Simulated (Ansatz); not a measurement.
# CH₃BF₂S: one species, many methods

Aim: compute CH₃BF₂S with functionals from several rungs and with coupled cluster. The yardstick is the atomisation energy at the CCSD(T) limit.

The runs use Ansatz 0.2.0, Gaussian basis; functionals in def2-TZVPP, the program's frozen cores in correlated methods.

The runs, in order: LDA (SPW92), PBE-D4, revPBE-D4, BLYP-D4, r2SCAN-D4, B97M-V, PBE0-D4, B3LYP-D4, r2SCANh-D4, r2SCAN0-D4, HSE06-D4, BHLYP-D4, CAM-B3LYP-D4, LC-ωPBE, ωB97X-V, ωB97M-V, B2PLYP, PBE-QIDH; CCSD(T)/def2-SVP; CCSD(T)/def2-TZVPP; MP2/def2-QZVPP; extrapolation to the limit; RPA on PBE.

## 1. The geometry

The geometry comes from an earlier relaxation with PBE0-D4 in a triple-zeta def2 set; it is a stationary point, not always the lowest conformer.

SMILES `CSB(F)F`, 8 atoms, charge 0, spin multiplicity 1.

Atoms are counted from 1 here; the program's logs count them from 0.

Bond lengths: C1–S2 1.812 Å, C1–H6 1.088 Å, C1–H7 1.089 Å, C1–H8 1.088 Å, S2–B3 1.791 Å, B3–F4 1.320 Å, B3–F5 1.323 Å. Angles: S2–C1–H6 110.8°, S2–C1–H7 106.5°, S2–C1–H8 110.8°, H6–C1–H7 109.3°, H6–C1–H8 110.0°, H7–C1–H8 109.3°, C1–S2–B3 101.2°, S2–B3–F4 119.6°, S2–B3–F5 122.5°, F4–B3–F5 117.9°.

Coordinates:

```mol
CH3BF2S
  3D, bonds by distance, orders not assigned

  8  7  0  0  0  0  0  0  0  0999 V2000
   -0.8033    0.1369    0.9219 C   0  0
    0.7193   -0.7796    0.5699 S   0  0
    1.0681   -0.2453   -1.1035 B   0  0
    2.1338   -0.7118   -1.7277 F   0  0
    0.2954    0.6096   -1.7532 F   0  0
   -0.6375    1.2090    0.8403 H   0  0
   -1.0807   -0.1073    1.9461 H   0  0
   -1.6030   -0.1686    0.2505 H   0  0
  1  2  8  0
  2  3  8  0
  3  4  8  0
  3  5  8  0
  1  6  8  0
  1  7  8  0
  1  8  8  0
M  END
```

## 2. LDA

This LDA is Slater exchange with PW92 correlation.

File in.yaml:

```yaml
crystal:
  periodic: [false, false, false]
  atoms:
    - {symbol: C, position_ang: [-0.803302, 0.136920, 0.921919]}
    - {symbol: S, position_ang: [0.719295, -0.779625, 0.569872]}
    - {symbol: B, position_ang: [1.068102, -0.245305, -1.103534]}
    - {symbol: F, position_ang: [2.133848, -0.711848, -1.727676]}
    - {symbol: F, position_ang: [0.295401, 0.609586, -1.753226]}
    - {symbol: H, position_ang: [-0.637525, 1.208964, 0.840252]}
    - {symbol: H, position_ang: [-1.080657, -0.107343, 1.946108]}
    - {symbol: H, position_ang: [-1.602963, -0.168649, 0.250485]}
basis:
  gaussian: {orbitals: def2-TZVPP}
hamiltonian: {xc: lda}
output: {orbitals: {seedname: orbitals}}
```

After this run come: PBE-D4 (GGA); revPBE-D4 (GGA); BLYP-D4 (GGA); r2SCAN-D4 (meta-GGA); B97M-V (meta-GGA); PBE0-D4 (hybrid); B3LYP-D4 (hybrid); r2SCANh-D4 (hybrid); r2SCAN0-D4 (hybrid); HSE06-D4 (hybrid); BHLYP-D4 (hybrid); CAM-B3LYP-D4 (range-separated); LC-ωPBE-D4 (range-separated); ωB97X-V (range-separated); ωB97M-V (range-separated); B2PLYP (double hybrid); PBE-QIDH (double hybrid); CCSD(T) in def2-SVP; CCSD(T) in def2-TZVPP; MP2 in def2-QZVPP; RPA on PBE orbitals.

Q: Predict the results of all the runs planned. Wanted: atomisation energy, CCSD(T)/CBS; farthest beyond LDA; mean size of error, GGA; mean size of error, meta-GGA; mean size of error, hybrid; mean size of error, range-separated; mean size of error, double hybrid; gap, smallest and largest; T1 diagnostic.

As calculated:

| quantity | value |
| --- | --- |
| atomisation energy, CCSD(T)/CBS | 784.3 kcal/mol |
| functionals within 3.9 kcal/mol (0.5 %) | revPBE-D4, BLYP-D4, B3LYP-D4, r2SCANh-D4, LC-ωPBE, ωB97X-V, PBE-QIDH |
| farthest beyond LDA | BHLYP-D4 (-25.5 kcal/mol) |
| mean size of error, GGA | 7.9 kcal/mol |
| mean size of error, meta-GGA | 8.2 kcal/mol |
| mean size of error, hybrid | 7.6 kcal/mol |
| mean size of error, range-separated | 3.9 kcal/mol |
| mean size of error, double hybrid | 2.8 kcal/mol |
| gap, smallest and largest | 5.57 eV (LDA (SPW92)), 12.99 eV (LC-ωPBE) |
| T1 diagnostic | 0.0123 |
| triples share of the correlation energy | 3.5 % |

The LDA atomisation energy is off by 123.6 kcal/mol (16 %): it overbinds. PBE-D4 misses by +22.5 kcal/mol. Double hybrids carry the basis error of their MP2 part in triple zeta, and no dispersion term here, so their miss is partly the set-up's. The rungs double hybrid, range-separated miss on average by less than the doubt on the reference (3.9 kcal/mol), so they tie. Misses under about 3.9 kcal/mol are within the doubt on the reference itself, which lacks core-valence correlation, relativity and higher excitations. Hartree-Fock recovers 75 % of the binding; the rest is correlation. CCSD(T) in def2-SVP is off by -36.1 kcal/mol, which most functionals beat. The gap grows from 5.6 to 13.0 eV across the functionals, mostly with the share of exact exchange.
